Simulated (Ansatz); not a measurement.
# BH4NO2 (SMILES NB(O)O): a rigid scan of the dihedral angle N1–B2–O4–H8

Aim: the energy along the dihedral angle N1–B2–O4–H8, from CCSD(T) and from cheaper methods, relative to the minimum. All other internal coordinates keep their values.

Method: single points in def2-TZVPP; program: Ansatz 0.2.0, Gaussian basis.

Levels: PBE-D4, r2SCAN-D4, PBE0-D4, B3LYP-D4, wB97M-V, Hartree-Fock, MP2, CCSD, CCSD(T). The scan takes 20.8, 50.8, 80.8, 110.8, 140.8, 170.8, -159.2, -129.2, -99.2, -69.2, -39.2, -9.2°.

Cores are frozen in the correlated methods. B3LYP uses VWN-RPA correlation.

**1. The starting structure**

The minimum, relaxed at PBE0-D4: SMILES `NB(O)O`, 8 atoms, charge 0, spin multiplicity 1.

Atoms are counted from 1 here; the program's logs count them from 0.

Bond lengths: N1–B2 1.411 Å, N1–H5 1.002 Å, N1–H6 1.004 Å, B2–O3 1.371 Å, B2–O4 1.379 Å, O3–H7 0.959 Å, O4–H8 0.957 Å. Angles: B2–N1–H5 124.8°, B2–N1–H6 120.9°, H5–N1–H6 114.3°, N1–B2–O3 118.3°, N1–B2–O4 123.9°, O3–B2–O4 117.8°, B2–O3–H7 111.3°, B2–O4–H8 114.5°.

As a file:

```mol
BH4NO2
  3D, bonds by distance, orders not assigned

  8  7  0  0  0  0  0  0  0  0999 V2000
   -0.6486    0.9470    0.0451 N   0  0
    0.2427   -0.1434   -0.0480 B   0  0
    1.5448    0.1095   -0.3950 O   0  0
   -0.1160   -1.4530    0.1903 O   0  0
   -1.6177    0.8743    0.2888 H   0  0
   -0.3383    1.8837   -0.1377 H   0  0
    2.0597   -0.6989   -0.4286 H   0  0
   -1.0346   -1.5765    0.4294 H   0  0
  1  2  8  0
  1  5  8  0
  1  6  8  0
  2  3  8  0
  2  4  8  0
  3  7  8  0
  4  8  8  0
M  END
```

Energies of the minimum (eV), from earlier single points: PBE-D4 -6325.28373, r2SCAN-D4 -6329.26416, PBE0-D4 -6325.54811, B3LYP-D4 -6332.92847, wB97M-V -6330.46565, CCSD(T) -6320.92111.

At the minimum the dihedral angle N1–B2–O4–H8 is 0.0°.

**2. N1–B2–O4–H8 = 20.8°**

Input file ccsdt-tzvpp/in.yaml:

```yaml
crystal:
  periodic: [false, false, false]
  atoms:
    - {symbol: N, position_ang: [-0.648555, 0.946973, 0.045105]}
    - {symbol: B, position_ang: [0.242658, -0.143432, -0.047959]}
    - {symbol: O, position_ang: [1.544764, 0.109468, -0.395023]}
    - {symbol: O, position_ang: [-0.115953, -1.452990, 0.190292]}
    - {symbol: H, position_ang: [-1.617692, 0.874287, 0.288798]}
    - {symbol: H, position_ang: [-0.338341, 1.883743, -0.137729]}
    - {symbol: H, position_ang: [2.059716, -0.698890, -0.428598]}
    - {symbol: H, position_ang: [-1.054563, -1.627303, 0.119890]}
basis:
  gaussian: {orbitals: def2-TZVPP}
correlation: {method: ccsd_t}
```

No record of the launch command was kept for these runs.

After this run come: N1–B2–O4–H8 = 50.8°; N1–B2–O4–H8 = 80.8°; N1–B2–O4–H8 = 110.8°; N1–B2–O4–H8 = 140.8°; N1–B2–O4–H8 = 170.8°; N1–B2–O4–H8 = -159.2°; N1–B2–O4–H8 = -129.2°; N1–B2–O4–H8 = -99.2°; N1–B2–O4–H8 = -69.2°; N1–B2–O4–H8 = -39.2°; N1–B2–O4–H8 = -9.2°.

**Question.** What will these runs give? Wanted: highest point, CCSD(T); lowest point, CCSD(T); RMS deviation from CCSD(T); largest T1 diagnostic.

As calculated:

| quantity | value |
| --- | --- |
| highest point, CCSD(T) | 277 meV at -99.2° |
| lowest point, CCSD(T) | 0 meV at 0.0° |
| RMS deviation from CCSD(T) | PBE-D4 7, r2SCAN-D4 2, PBE0-D4 5, B3LYP-D4 7, wB97M-V 6, Hartree-Fock 4, MP2 3, CCSD 1 meV |
| largest T1 diagnostic | 0.011 |

In words: Over the points sampled the torsion costs at most 277 meV, a hindered rotation that is fast at room temperature. A rigid scan overstates barriers, since nothing else may give way. The curve of CCSD lies nearest to CCSD(T), that of PBE-D4 farthest.
